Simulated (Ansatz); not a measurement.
**PbS (rocksalt type): how the settings move a single-point run**

Question: which choices in the input matter for PbS (rocksalt type)?

Method: reference: DFT, PBE, PAW with Ansatz's default frozen-core files, scalar-relativistic, in Ansatz 0.2.0.

## 1. The structure to begin with

It takes space group Fm-3m (No. 225, cubic). Conventional cell: a = 5.385 Å, b = 5.385 Å, c = 5.385 Å, α = 90.00°, β = 90.00°, γ = 90.00°. Around Pb (site symmetry m-3m) lie 6 S at 2.69 Å. S (site symmetry m-3m) has 6 Pb at 2.69 Å as nearest neighbours.

As a file:

```
CELL_PARAMETERS angstrom
0.00000 2.69262 2.69262
2.69262 0.00000 2.69262
2.69262 2.69262 0.00000
ATOMIC_POSITIONS crystal
Pb 0.00000 0.00000 0.00000
S 0.50000 0.50000 0.50000
```

## 2. Baseline

input.yaml

```yaml
crystal:
  lattice:
    - [0.0, 2.6926243854, 2.6926243854]
    - [2.6926243854, 0.0, 2.6926243854]
    - [2.6926243854, 2.6926243854, 0.0]
  atoms:
    - { symbol: Pb, position: [0.0, 0.0, 0.0] }
    - { symbol: S, position: [0.5, 0.5, 0.5] }
kpoints:
  mp_grid: { grid: [14, 14, 14] }
scf:
  occupations: { method: fermi_dirac, width: 0.1 }
hamiltonian:
  xc: pbe
  pseudopotentials: { kind: paw }
output:
  forces: true
  stress: true
  eigenvalues: true
  populations: true
```

The run is started by

```sh
$ ansatz run input.yaml --threads 1 --pin off --max-ram 2048MiB --backend cpu --events-out ev --progress --plain --runs-dir out
```

## 3. Variant: mp_grid.grid [11, 11, 11]

Edit input.yaml of step 2 so:

```diff
@@ -9,3 +9,3 @@
 kpoints:
-  mp_grid: { grid: [14, 14, 14] }
+  mp_grid: { grid: [11, 11, 11] }
 scf:
@@ -20 +20,5 @@
   populations: true
+  write_density: true
+  write_potential: true
+  elf: true
+  volumetric_format: npy
```

Before running it: what results should come out? Wanted: for each run, ending; energy change; pressure; gap; force.

The runs gave:

| run | ending | energy change | pressure (GPa) | gap (eV) | force (eV/Å) | cycles | time |
| --- | --- | --- | --- | --- | --- | --- | --- |
| reference | converged | 0 | 34.5 | 0.08 | 0.00 | 6 | 2.2 s |
| 1: mp_grid.grid [11, 11, 11] | converged | -0.6 meV/atom | 34.6 | 0.32 | 0.00 | 7 | 1.4 s |

Times don't compare one to one where runs were asked for different outputs or read a saved state (see the inputs); cycles may leave out searches for a lower state.

Residual by cycle in the longest SCF loop of each run; runs are numbered as in the table. The quantity is the density residual dr2, in eV.

| cycle | reference | run 1 |
| --- | --- | --- |
| 1 | 3.7e-4 | 4.1e-4 |
| 2 | 4.8e-5 | 1.3e-4 |
| 3 | 1.8e-5 | 2.7e-5 |
| 4 | 1.1e-6 | 1.2e-5 |
| 5 | 1.7e-7 | 2.6e-6 |
| 6 | 1.2e-8 | 1.9e-7 |
| 7 | - | 2.2e-9 |

What this shows: Changing the k-point mesh moves the energy by -0.6 meV/atom, and the gap on the mesh goes from 0.08 to 0.32 eV. Sampling errors of the energy have no fixed sign. A gap read on a mesh depends on which points the mesh holds, and a coarse mesh shifts the density too. The structure is not at rest: the sound run finds 35 GPa, so these are no properties of the relaxed crystal.  The gap of the reference lacks spin-orbit coupling, though the cell holds Pb.
